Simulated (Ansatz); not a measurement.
# C: the cost of one run

Computed with Ansatz 0.2.0 (DFT r2SCAN, scalar-relativistic, plane waves, PAW, unless a step's input says otherwise).

### 1 Starting point

The structure is orthorhombic, space group Cmmm (No. 65). Conventional cell: a = 4.230 Å, b = 8.719 Å, c = 2.500 Å, α = 90.00°, β = 90.00°, γ = 90.00°. C (site symmetry m) is surrounded by 4 C at 1.52 to 1.57 Å. Around C (site symmetry m) lie 4 C at 1.52 to 1.56 Å.

Coordinates:

```cif
data_structure
_symmetry_space_group_name_H-M 'P 1'
_symmetry_Int_Tables_number 1
_cell_length_a 4.8454
_cell_length_b 4.8454
_cell_length_c 2.4996
_cell_angle_alpha 90.000
_cell_angle_beta 90.000
_cell_angle_gamma 128.233
_cell_volume 46.10
loop_
_atom_site_label
_atom_site_type_symbol
_atom_site_fract_x
_atom_site_fract_y
_atom_site_fract_z
_atom_site_occupancy
C1 C 0.64822 0.98139 0.00000 1
C2 C 0.35178 0.01861 0.00000 1
C3 C 0.01861 0.35178 0.00000 1
C4 C 0.98139 0.64822 0.00000 1
C5 C 0.40473 0.22637 0.50000 1
C6 C 0.59527 0.77363 0.50000 1
C7 C 0.77363 0.59527 0.50000 1
C8 C 0.22637 0.40473 0.50000 1
```

Source of the structure: the Materials Project (structure only).

(A quick probe on a coarse mesh, which set the mesh and smearing, is not shown.)

### 3 The relaxation

The input, input.yaml:

```yaml
crystal:
  lattice:
    - [2.115211275, -4.35931149, 0.0]
    - [2.115211275, 4.35931149, 0.0]
    - [0.0, 0.0, 2.49959613]
  atoms:
    - { symbol: C, position: [0.64821512, 0.98139076, 0.0] }
    - { symbol: C, position: [0.35178488, 0.01860924, 0.0] }
    - { symbol: C, position: [0.01860924, 0.35178488, 0.0] }
    - { symbol: C, position: [0.98139076, 0.64821512, 0.0] }
    - { symbol: C, position: [0.40472909, 0.226375, 0.5] }
    - { symbol: C, position: [0.59527091, 0.773625, 0.5] }
    - { symbol: C, position: [0.773625, 0.59527091, 0.5] }
    - { symbol: C, position: [0.226375, 0.40472909, 0.5] }
basis:
  ecutwfc: 500
kpoints:
  mp_grid: { grid: [6, 6, 10] }
hamiltonian:
  xc: r2scan
scf:
  occupations: { method: gaussian, width: 0.02 }
output:
  forces: true
  stress: true
  eigenvalues: true
  write_density: true
  write_potential: true
  elf: true
  volumetric_format: npy
relax:
  adjacent_minimum: "off"
  f_tol: 0.005
  max_steps: 80
  cell: { stress_tol: 0.05 }
```

Started as:

```
$ ansatz run input.yaml --threads 2 --pin off --max-ram 5120MiB --backend cpu --events-out ev --progress --plain --runs-dir out
```

What time and memory should one allow on 2 threads of Intel Xeon Platinum 8259CL at 2.50GHz (Skylake/Cascade Lake), shared host?

About 35 s, with a peak of 0.58 GiB.
